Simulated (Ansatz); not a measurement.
# GaO+ (singlet): from Hartree-Fock to the top rungs, cc-pVDZ

Aim: climb from Hartree-Fock through coupled cluster and multireference methods for GaO+ (singlet) at one geometry and basis, and see what each rung misses.

Program: Ansatz 0.2.0, Gaussian basis. Level of theory: cc-pVDZ, core rule «outside noble gas», up to 15 orbitals frozen. These are calculated values, not measurements.

To be run: UHF; CCSD(T) on RHF; CCSD(T) on UHF; BCCD(T) on RHF; CISD; CCSDT(Q) on RHF; CCSDT(Q) on UHF; CISDTQ; CCSDTQ on RHF; CCSDTQ on UHF; CASSCF and MRCISD+Q, 8 electrons in 8 orbitals; CASSCF and NEVPT2, 8 electrons in 8 orbitals; Full CI.

6 further runs of the same task are left out: 3 for a known fault of the program, 3 set aside as unsound or not needed.

### 1 What is computed

The geometry is a PBE0/def2-TZVP stationary point (not a proven minimum). No spin-orbit coupling is included. The filled d shell of Ga may be among the frozen orbitals whatever the setting's name suggests; the logs give the count.

2 atoms, charge 1, spin multiplicity 1.

Atoms are counted from 1 here; the program's logs count them from 0.

Bond lengths: O1–Ga2 1.671 Å.

### 2 UHF

The input, in.yaml:

```yaml
crystal:
  periodic: [false, false, false]
  atoms:
    - {symbol: O, position_ang: [0.000000, 0.000000, 0.000000]}
    - {symbol: Ga, position_ang: [0.000000, 0.000000, 1.671000]}
basis:
  gaussian: {orbitals: cc-pVDZ}
total_charge: 1
magnetization: {spin_polarized: true, initial_magnetization: 0}
hamiltonian: {xc: hf}
output: {orbitals: {seedname: orbitals}}
```

On the command line:

```bash
ansatz run in.yaml --threads 1 --pin off --events-out ev --progress --plain --max-ram 2816MiB --backend cpu
```

After this run come: CCSD(T) on RHF; CCSD(T) on UHF; BCCD(T) on RHF; CISD; CCSDT(Q) on RHF; CCSDT(Q) on UHF; CISDTQ; CCSDTQ on RHF; CCSDTQ on UHF; CASSCF and MRCISD+Q, 8 electrons in 8 orbitals; CASSCF and NEVPT2, 8 electrons in 8 orbitals; Full CI.

**Question.** What will the summary of the whole plan be? Wanted: FCI below the RHF energy; RMP2 from FCI; RCCSD from FCI; RCCSD(T) from FCI; RCCSDT(Q) from FCI; NEVPT2 valence from FCI; MRCISD+Q valence from FCI; T1 diagnostic; effectively unpaired electrons.

**Answer**, as computed:

| quantity | value |
| --- | --- |
| FCI below the RHF energy | -7.3627 eV |
| RMP2 from FCI | +84.0 kJ/mol |
| RCCSD from FCI | +40.8 kJ/mol |
| RCCSD(T) from FCI | +6.2 kJ/mol |
| RCCSDT(Q) from FCI | -3.2 kJ/mol |
| NEVPT2 valence from FCI | +58.3 kJ/mol |
| MRCISD+Q valence from FCI | +7.7 kJ/mol |
| levels within 1 kcal/mol (43 meV) | RCCSDT(Q), RCCSDTQ |
| T1 diagnostic | 0.066 |
| effectively unpaired electrons | 0.34 |

In words: RCCSD(T) lands +6.2 kJ/mol from the yardstick (0.9 % of the correlation energy). RCCSDT(Q) falls below full CI, which methods that aren't variational can do. The occupations show some static correlation. Of the multireference levels listed MRCISD+Q valence comes nearest in total energy (+7.7 kJ/mol), which doesn't show that its space is the better one. These misses are within one basis, not against nature.
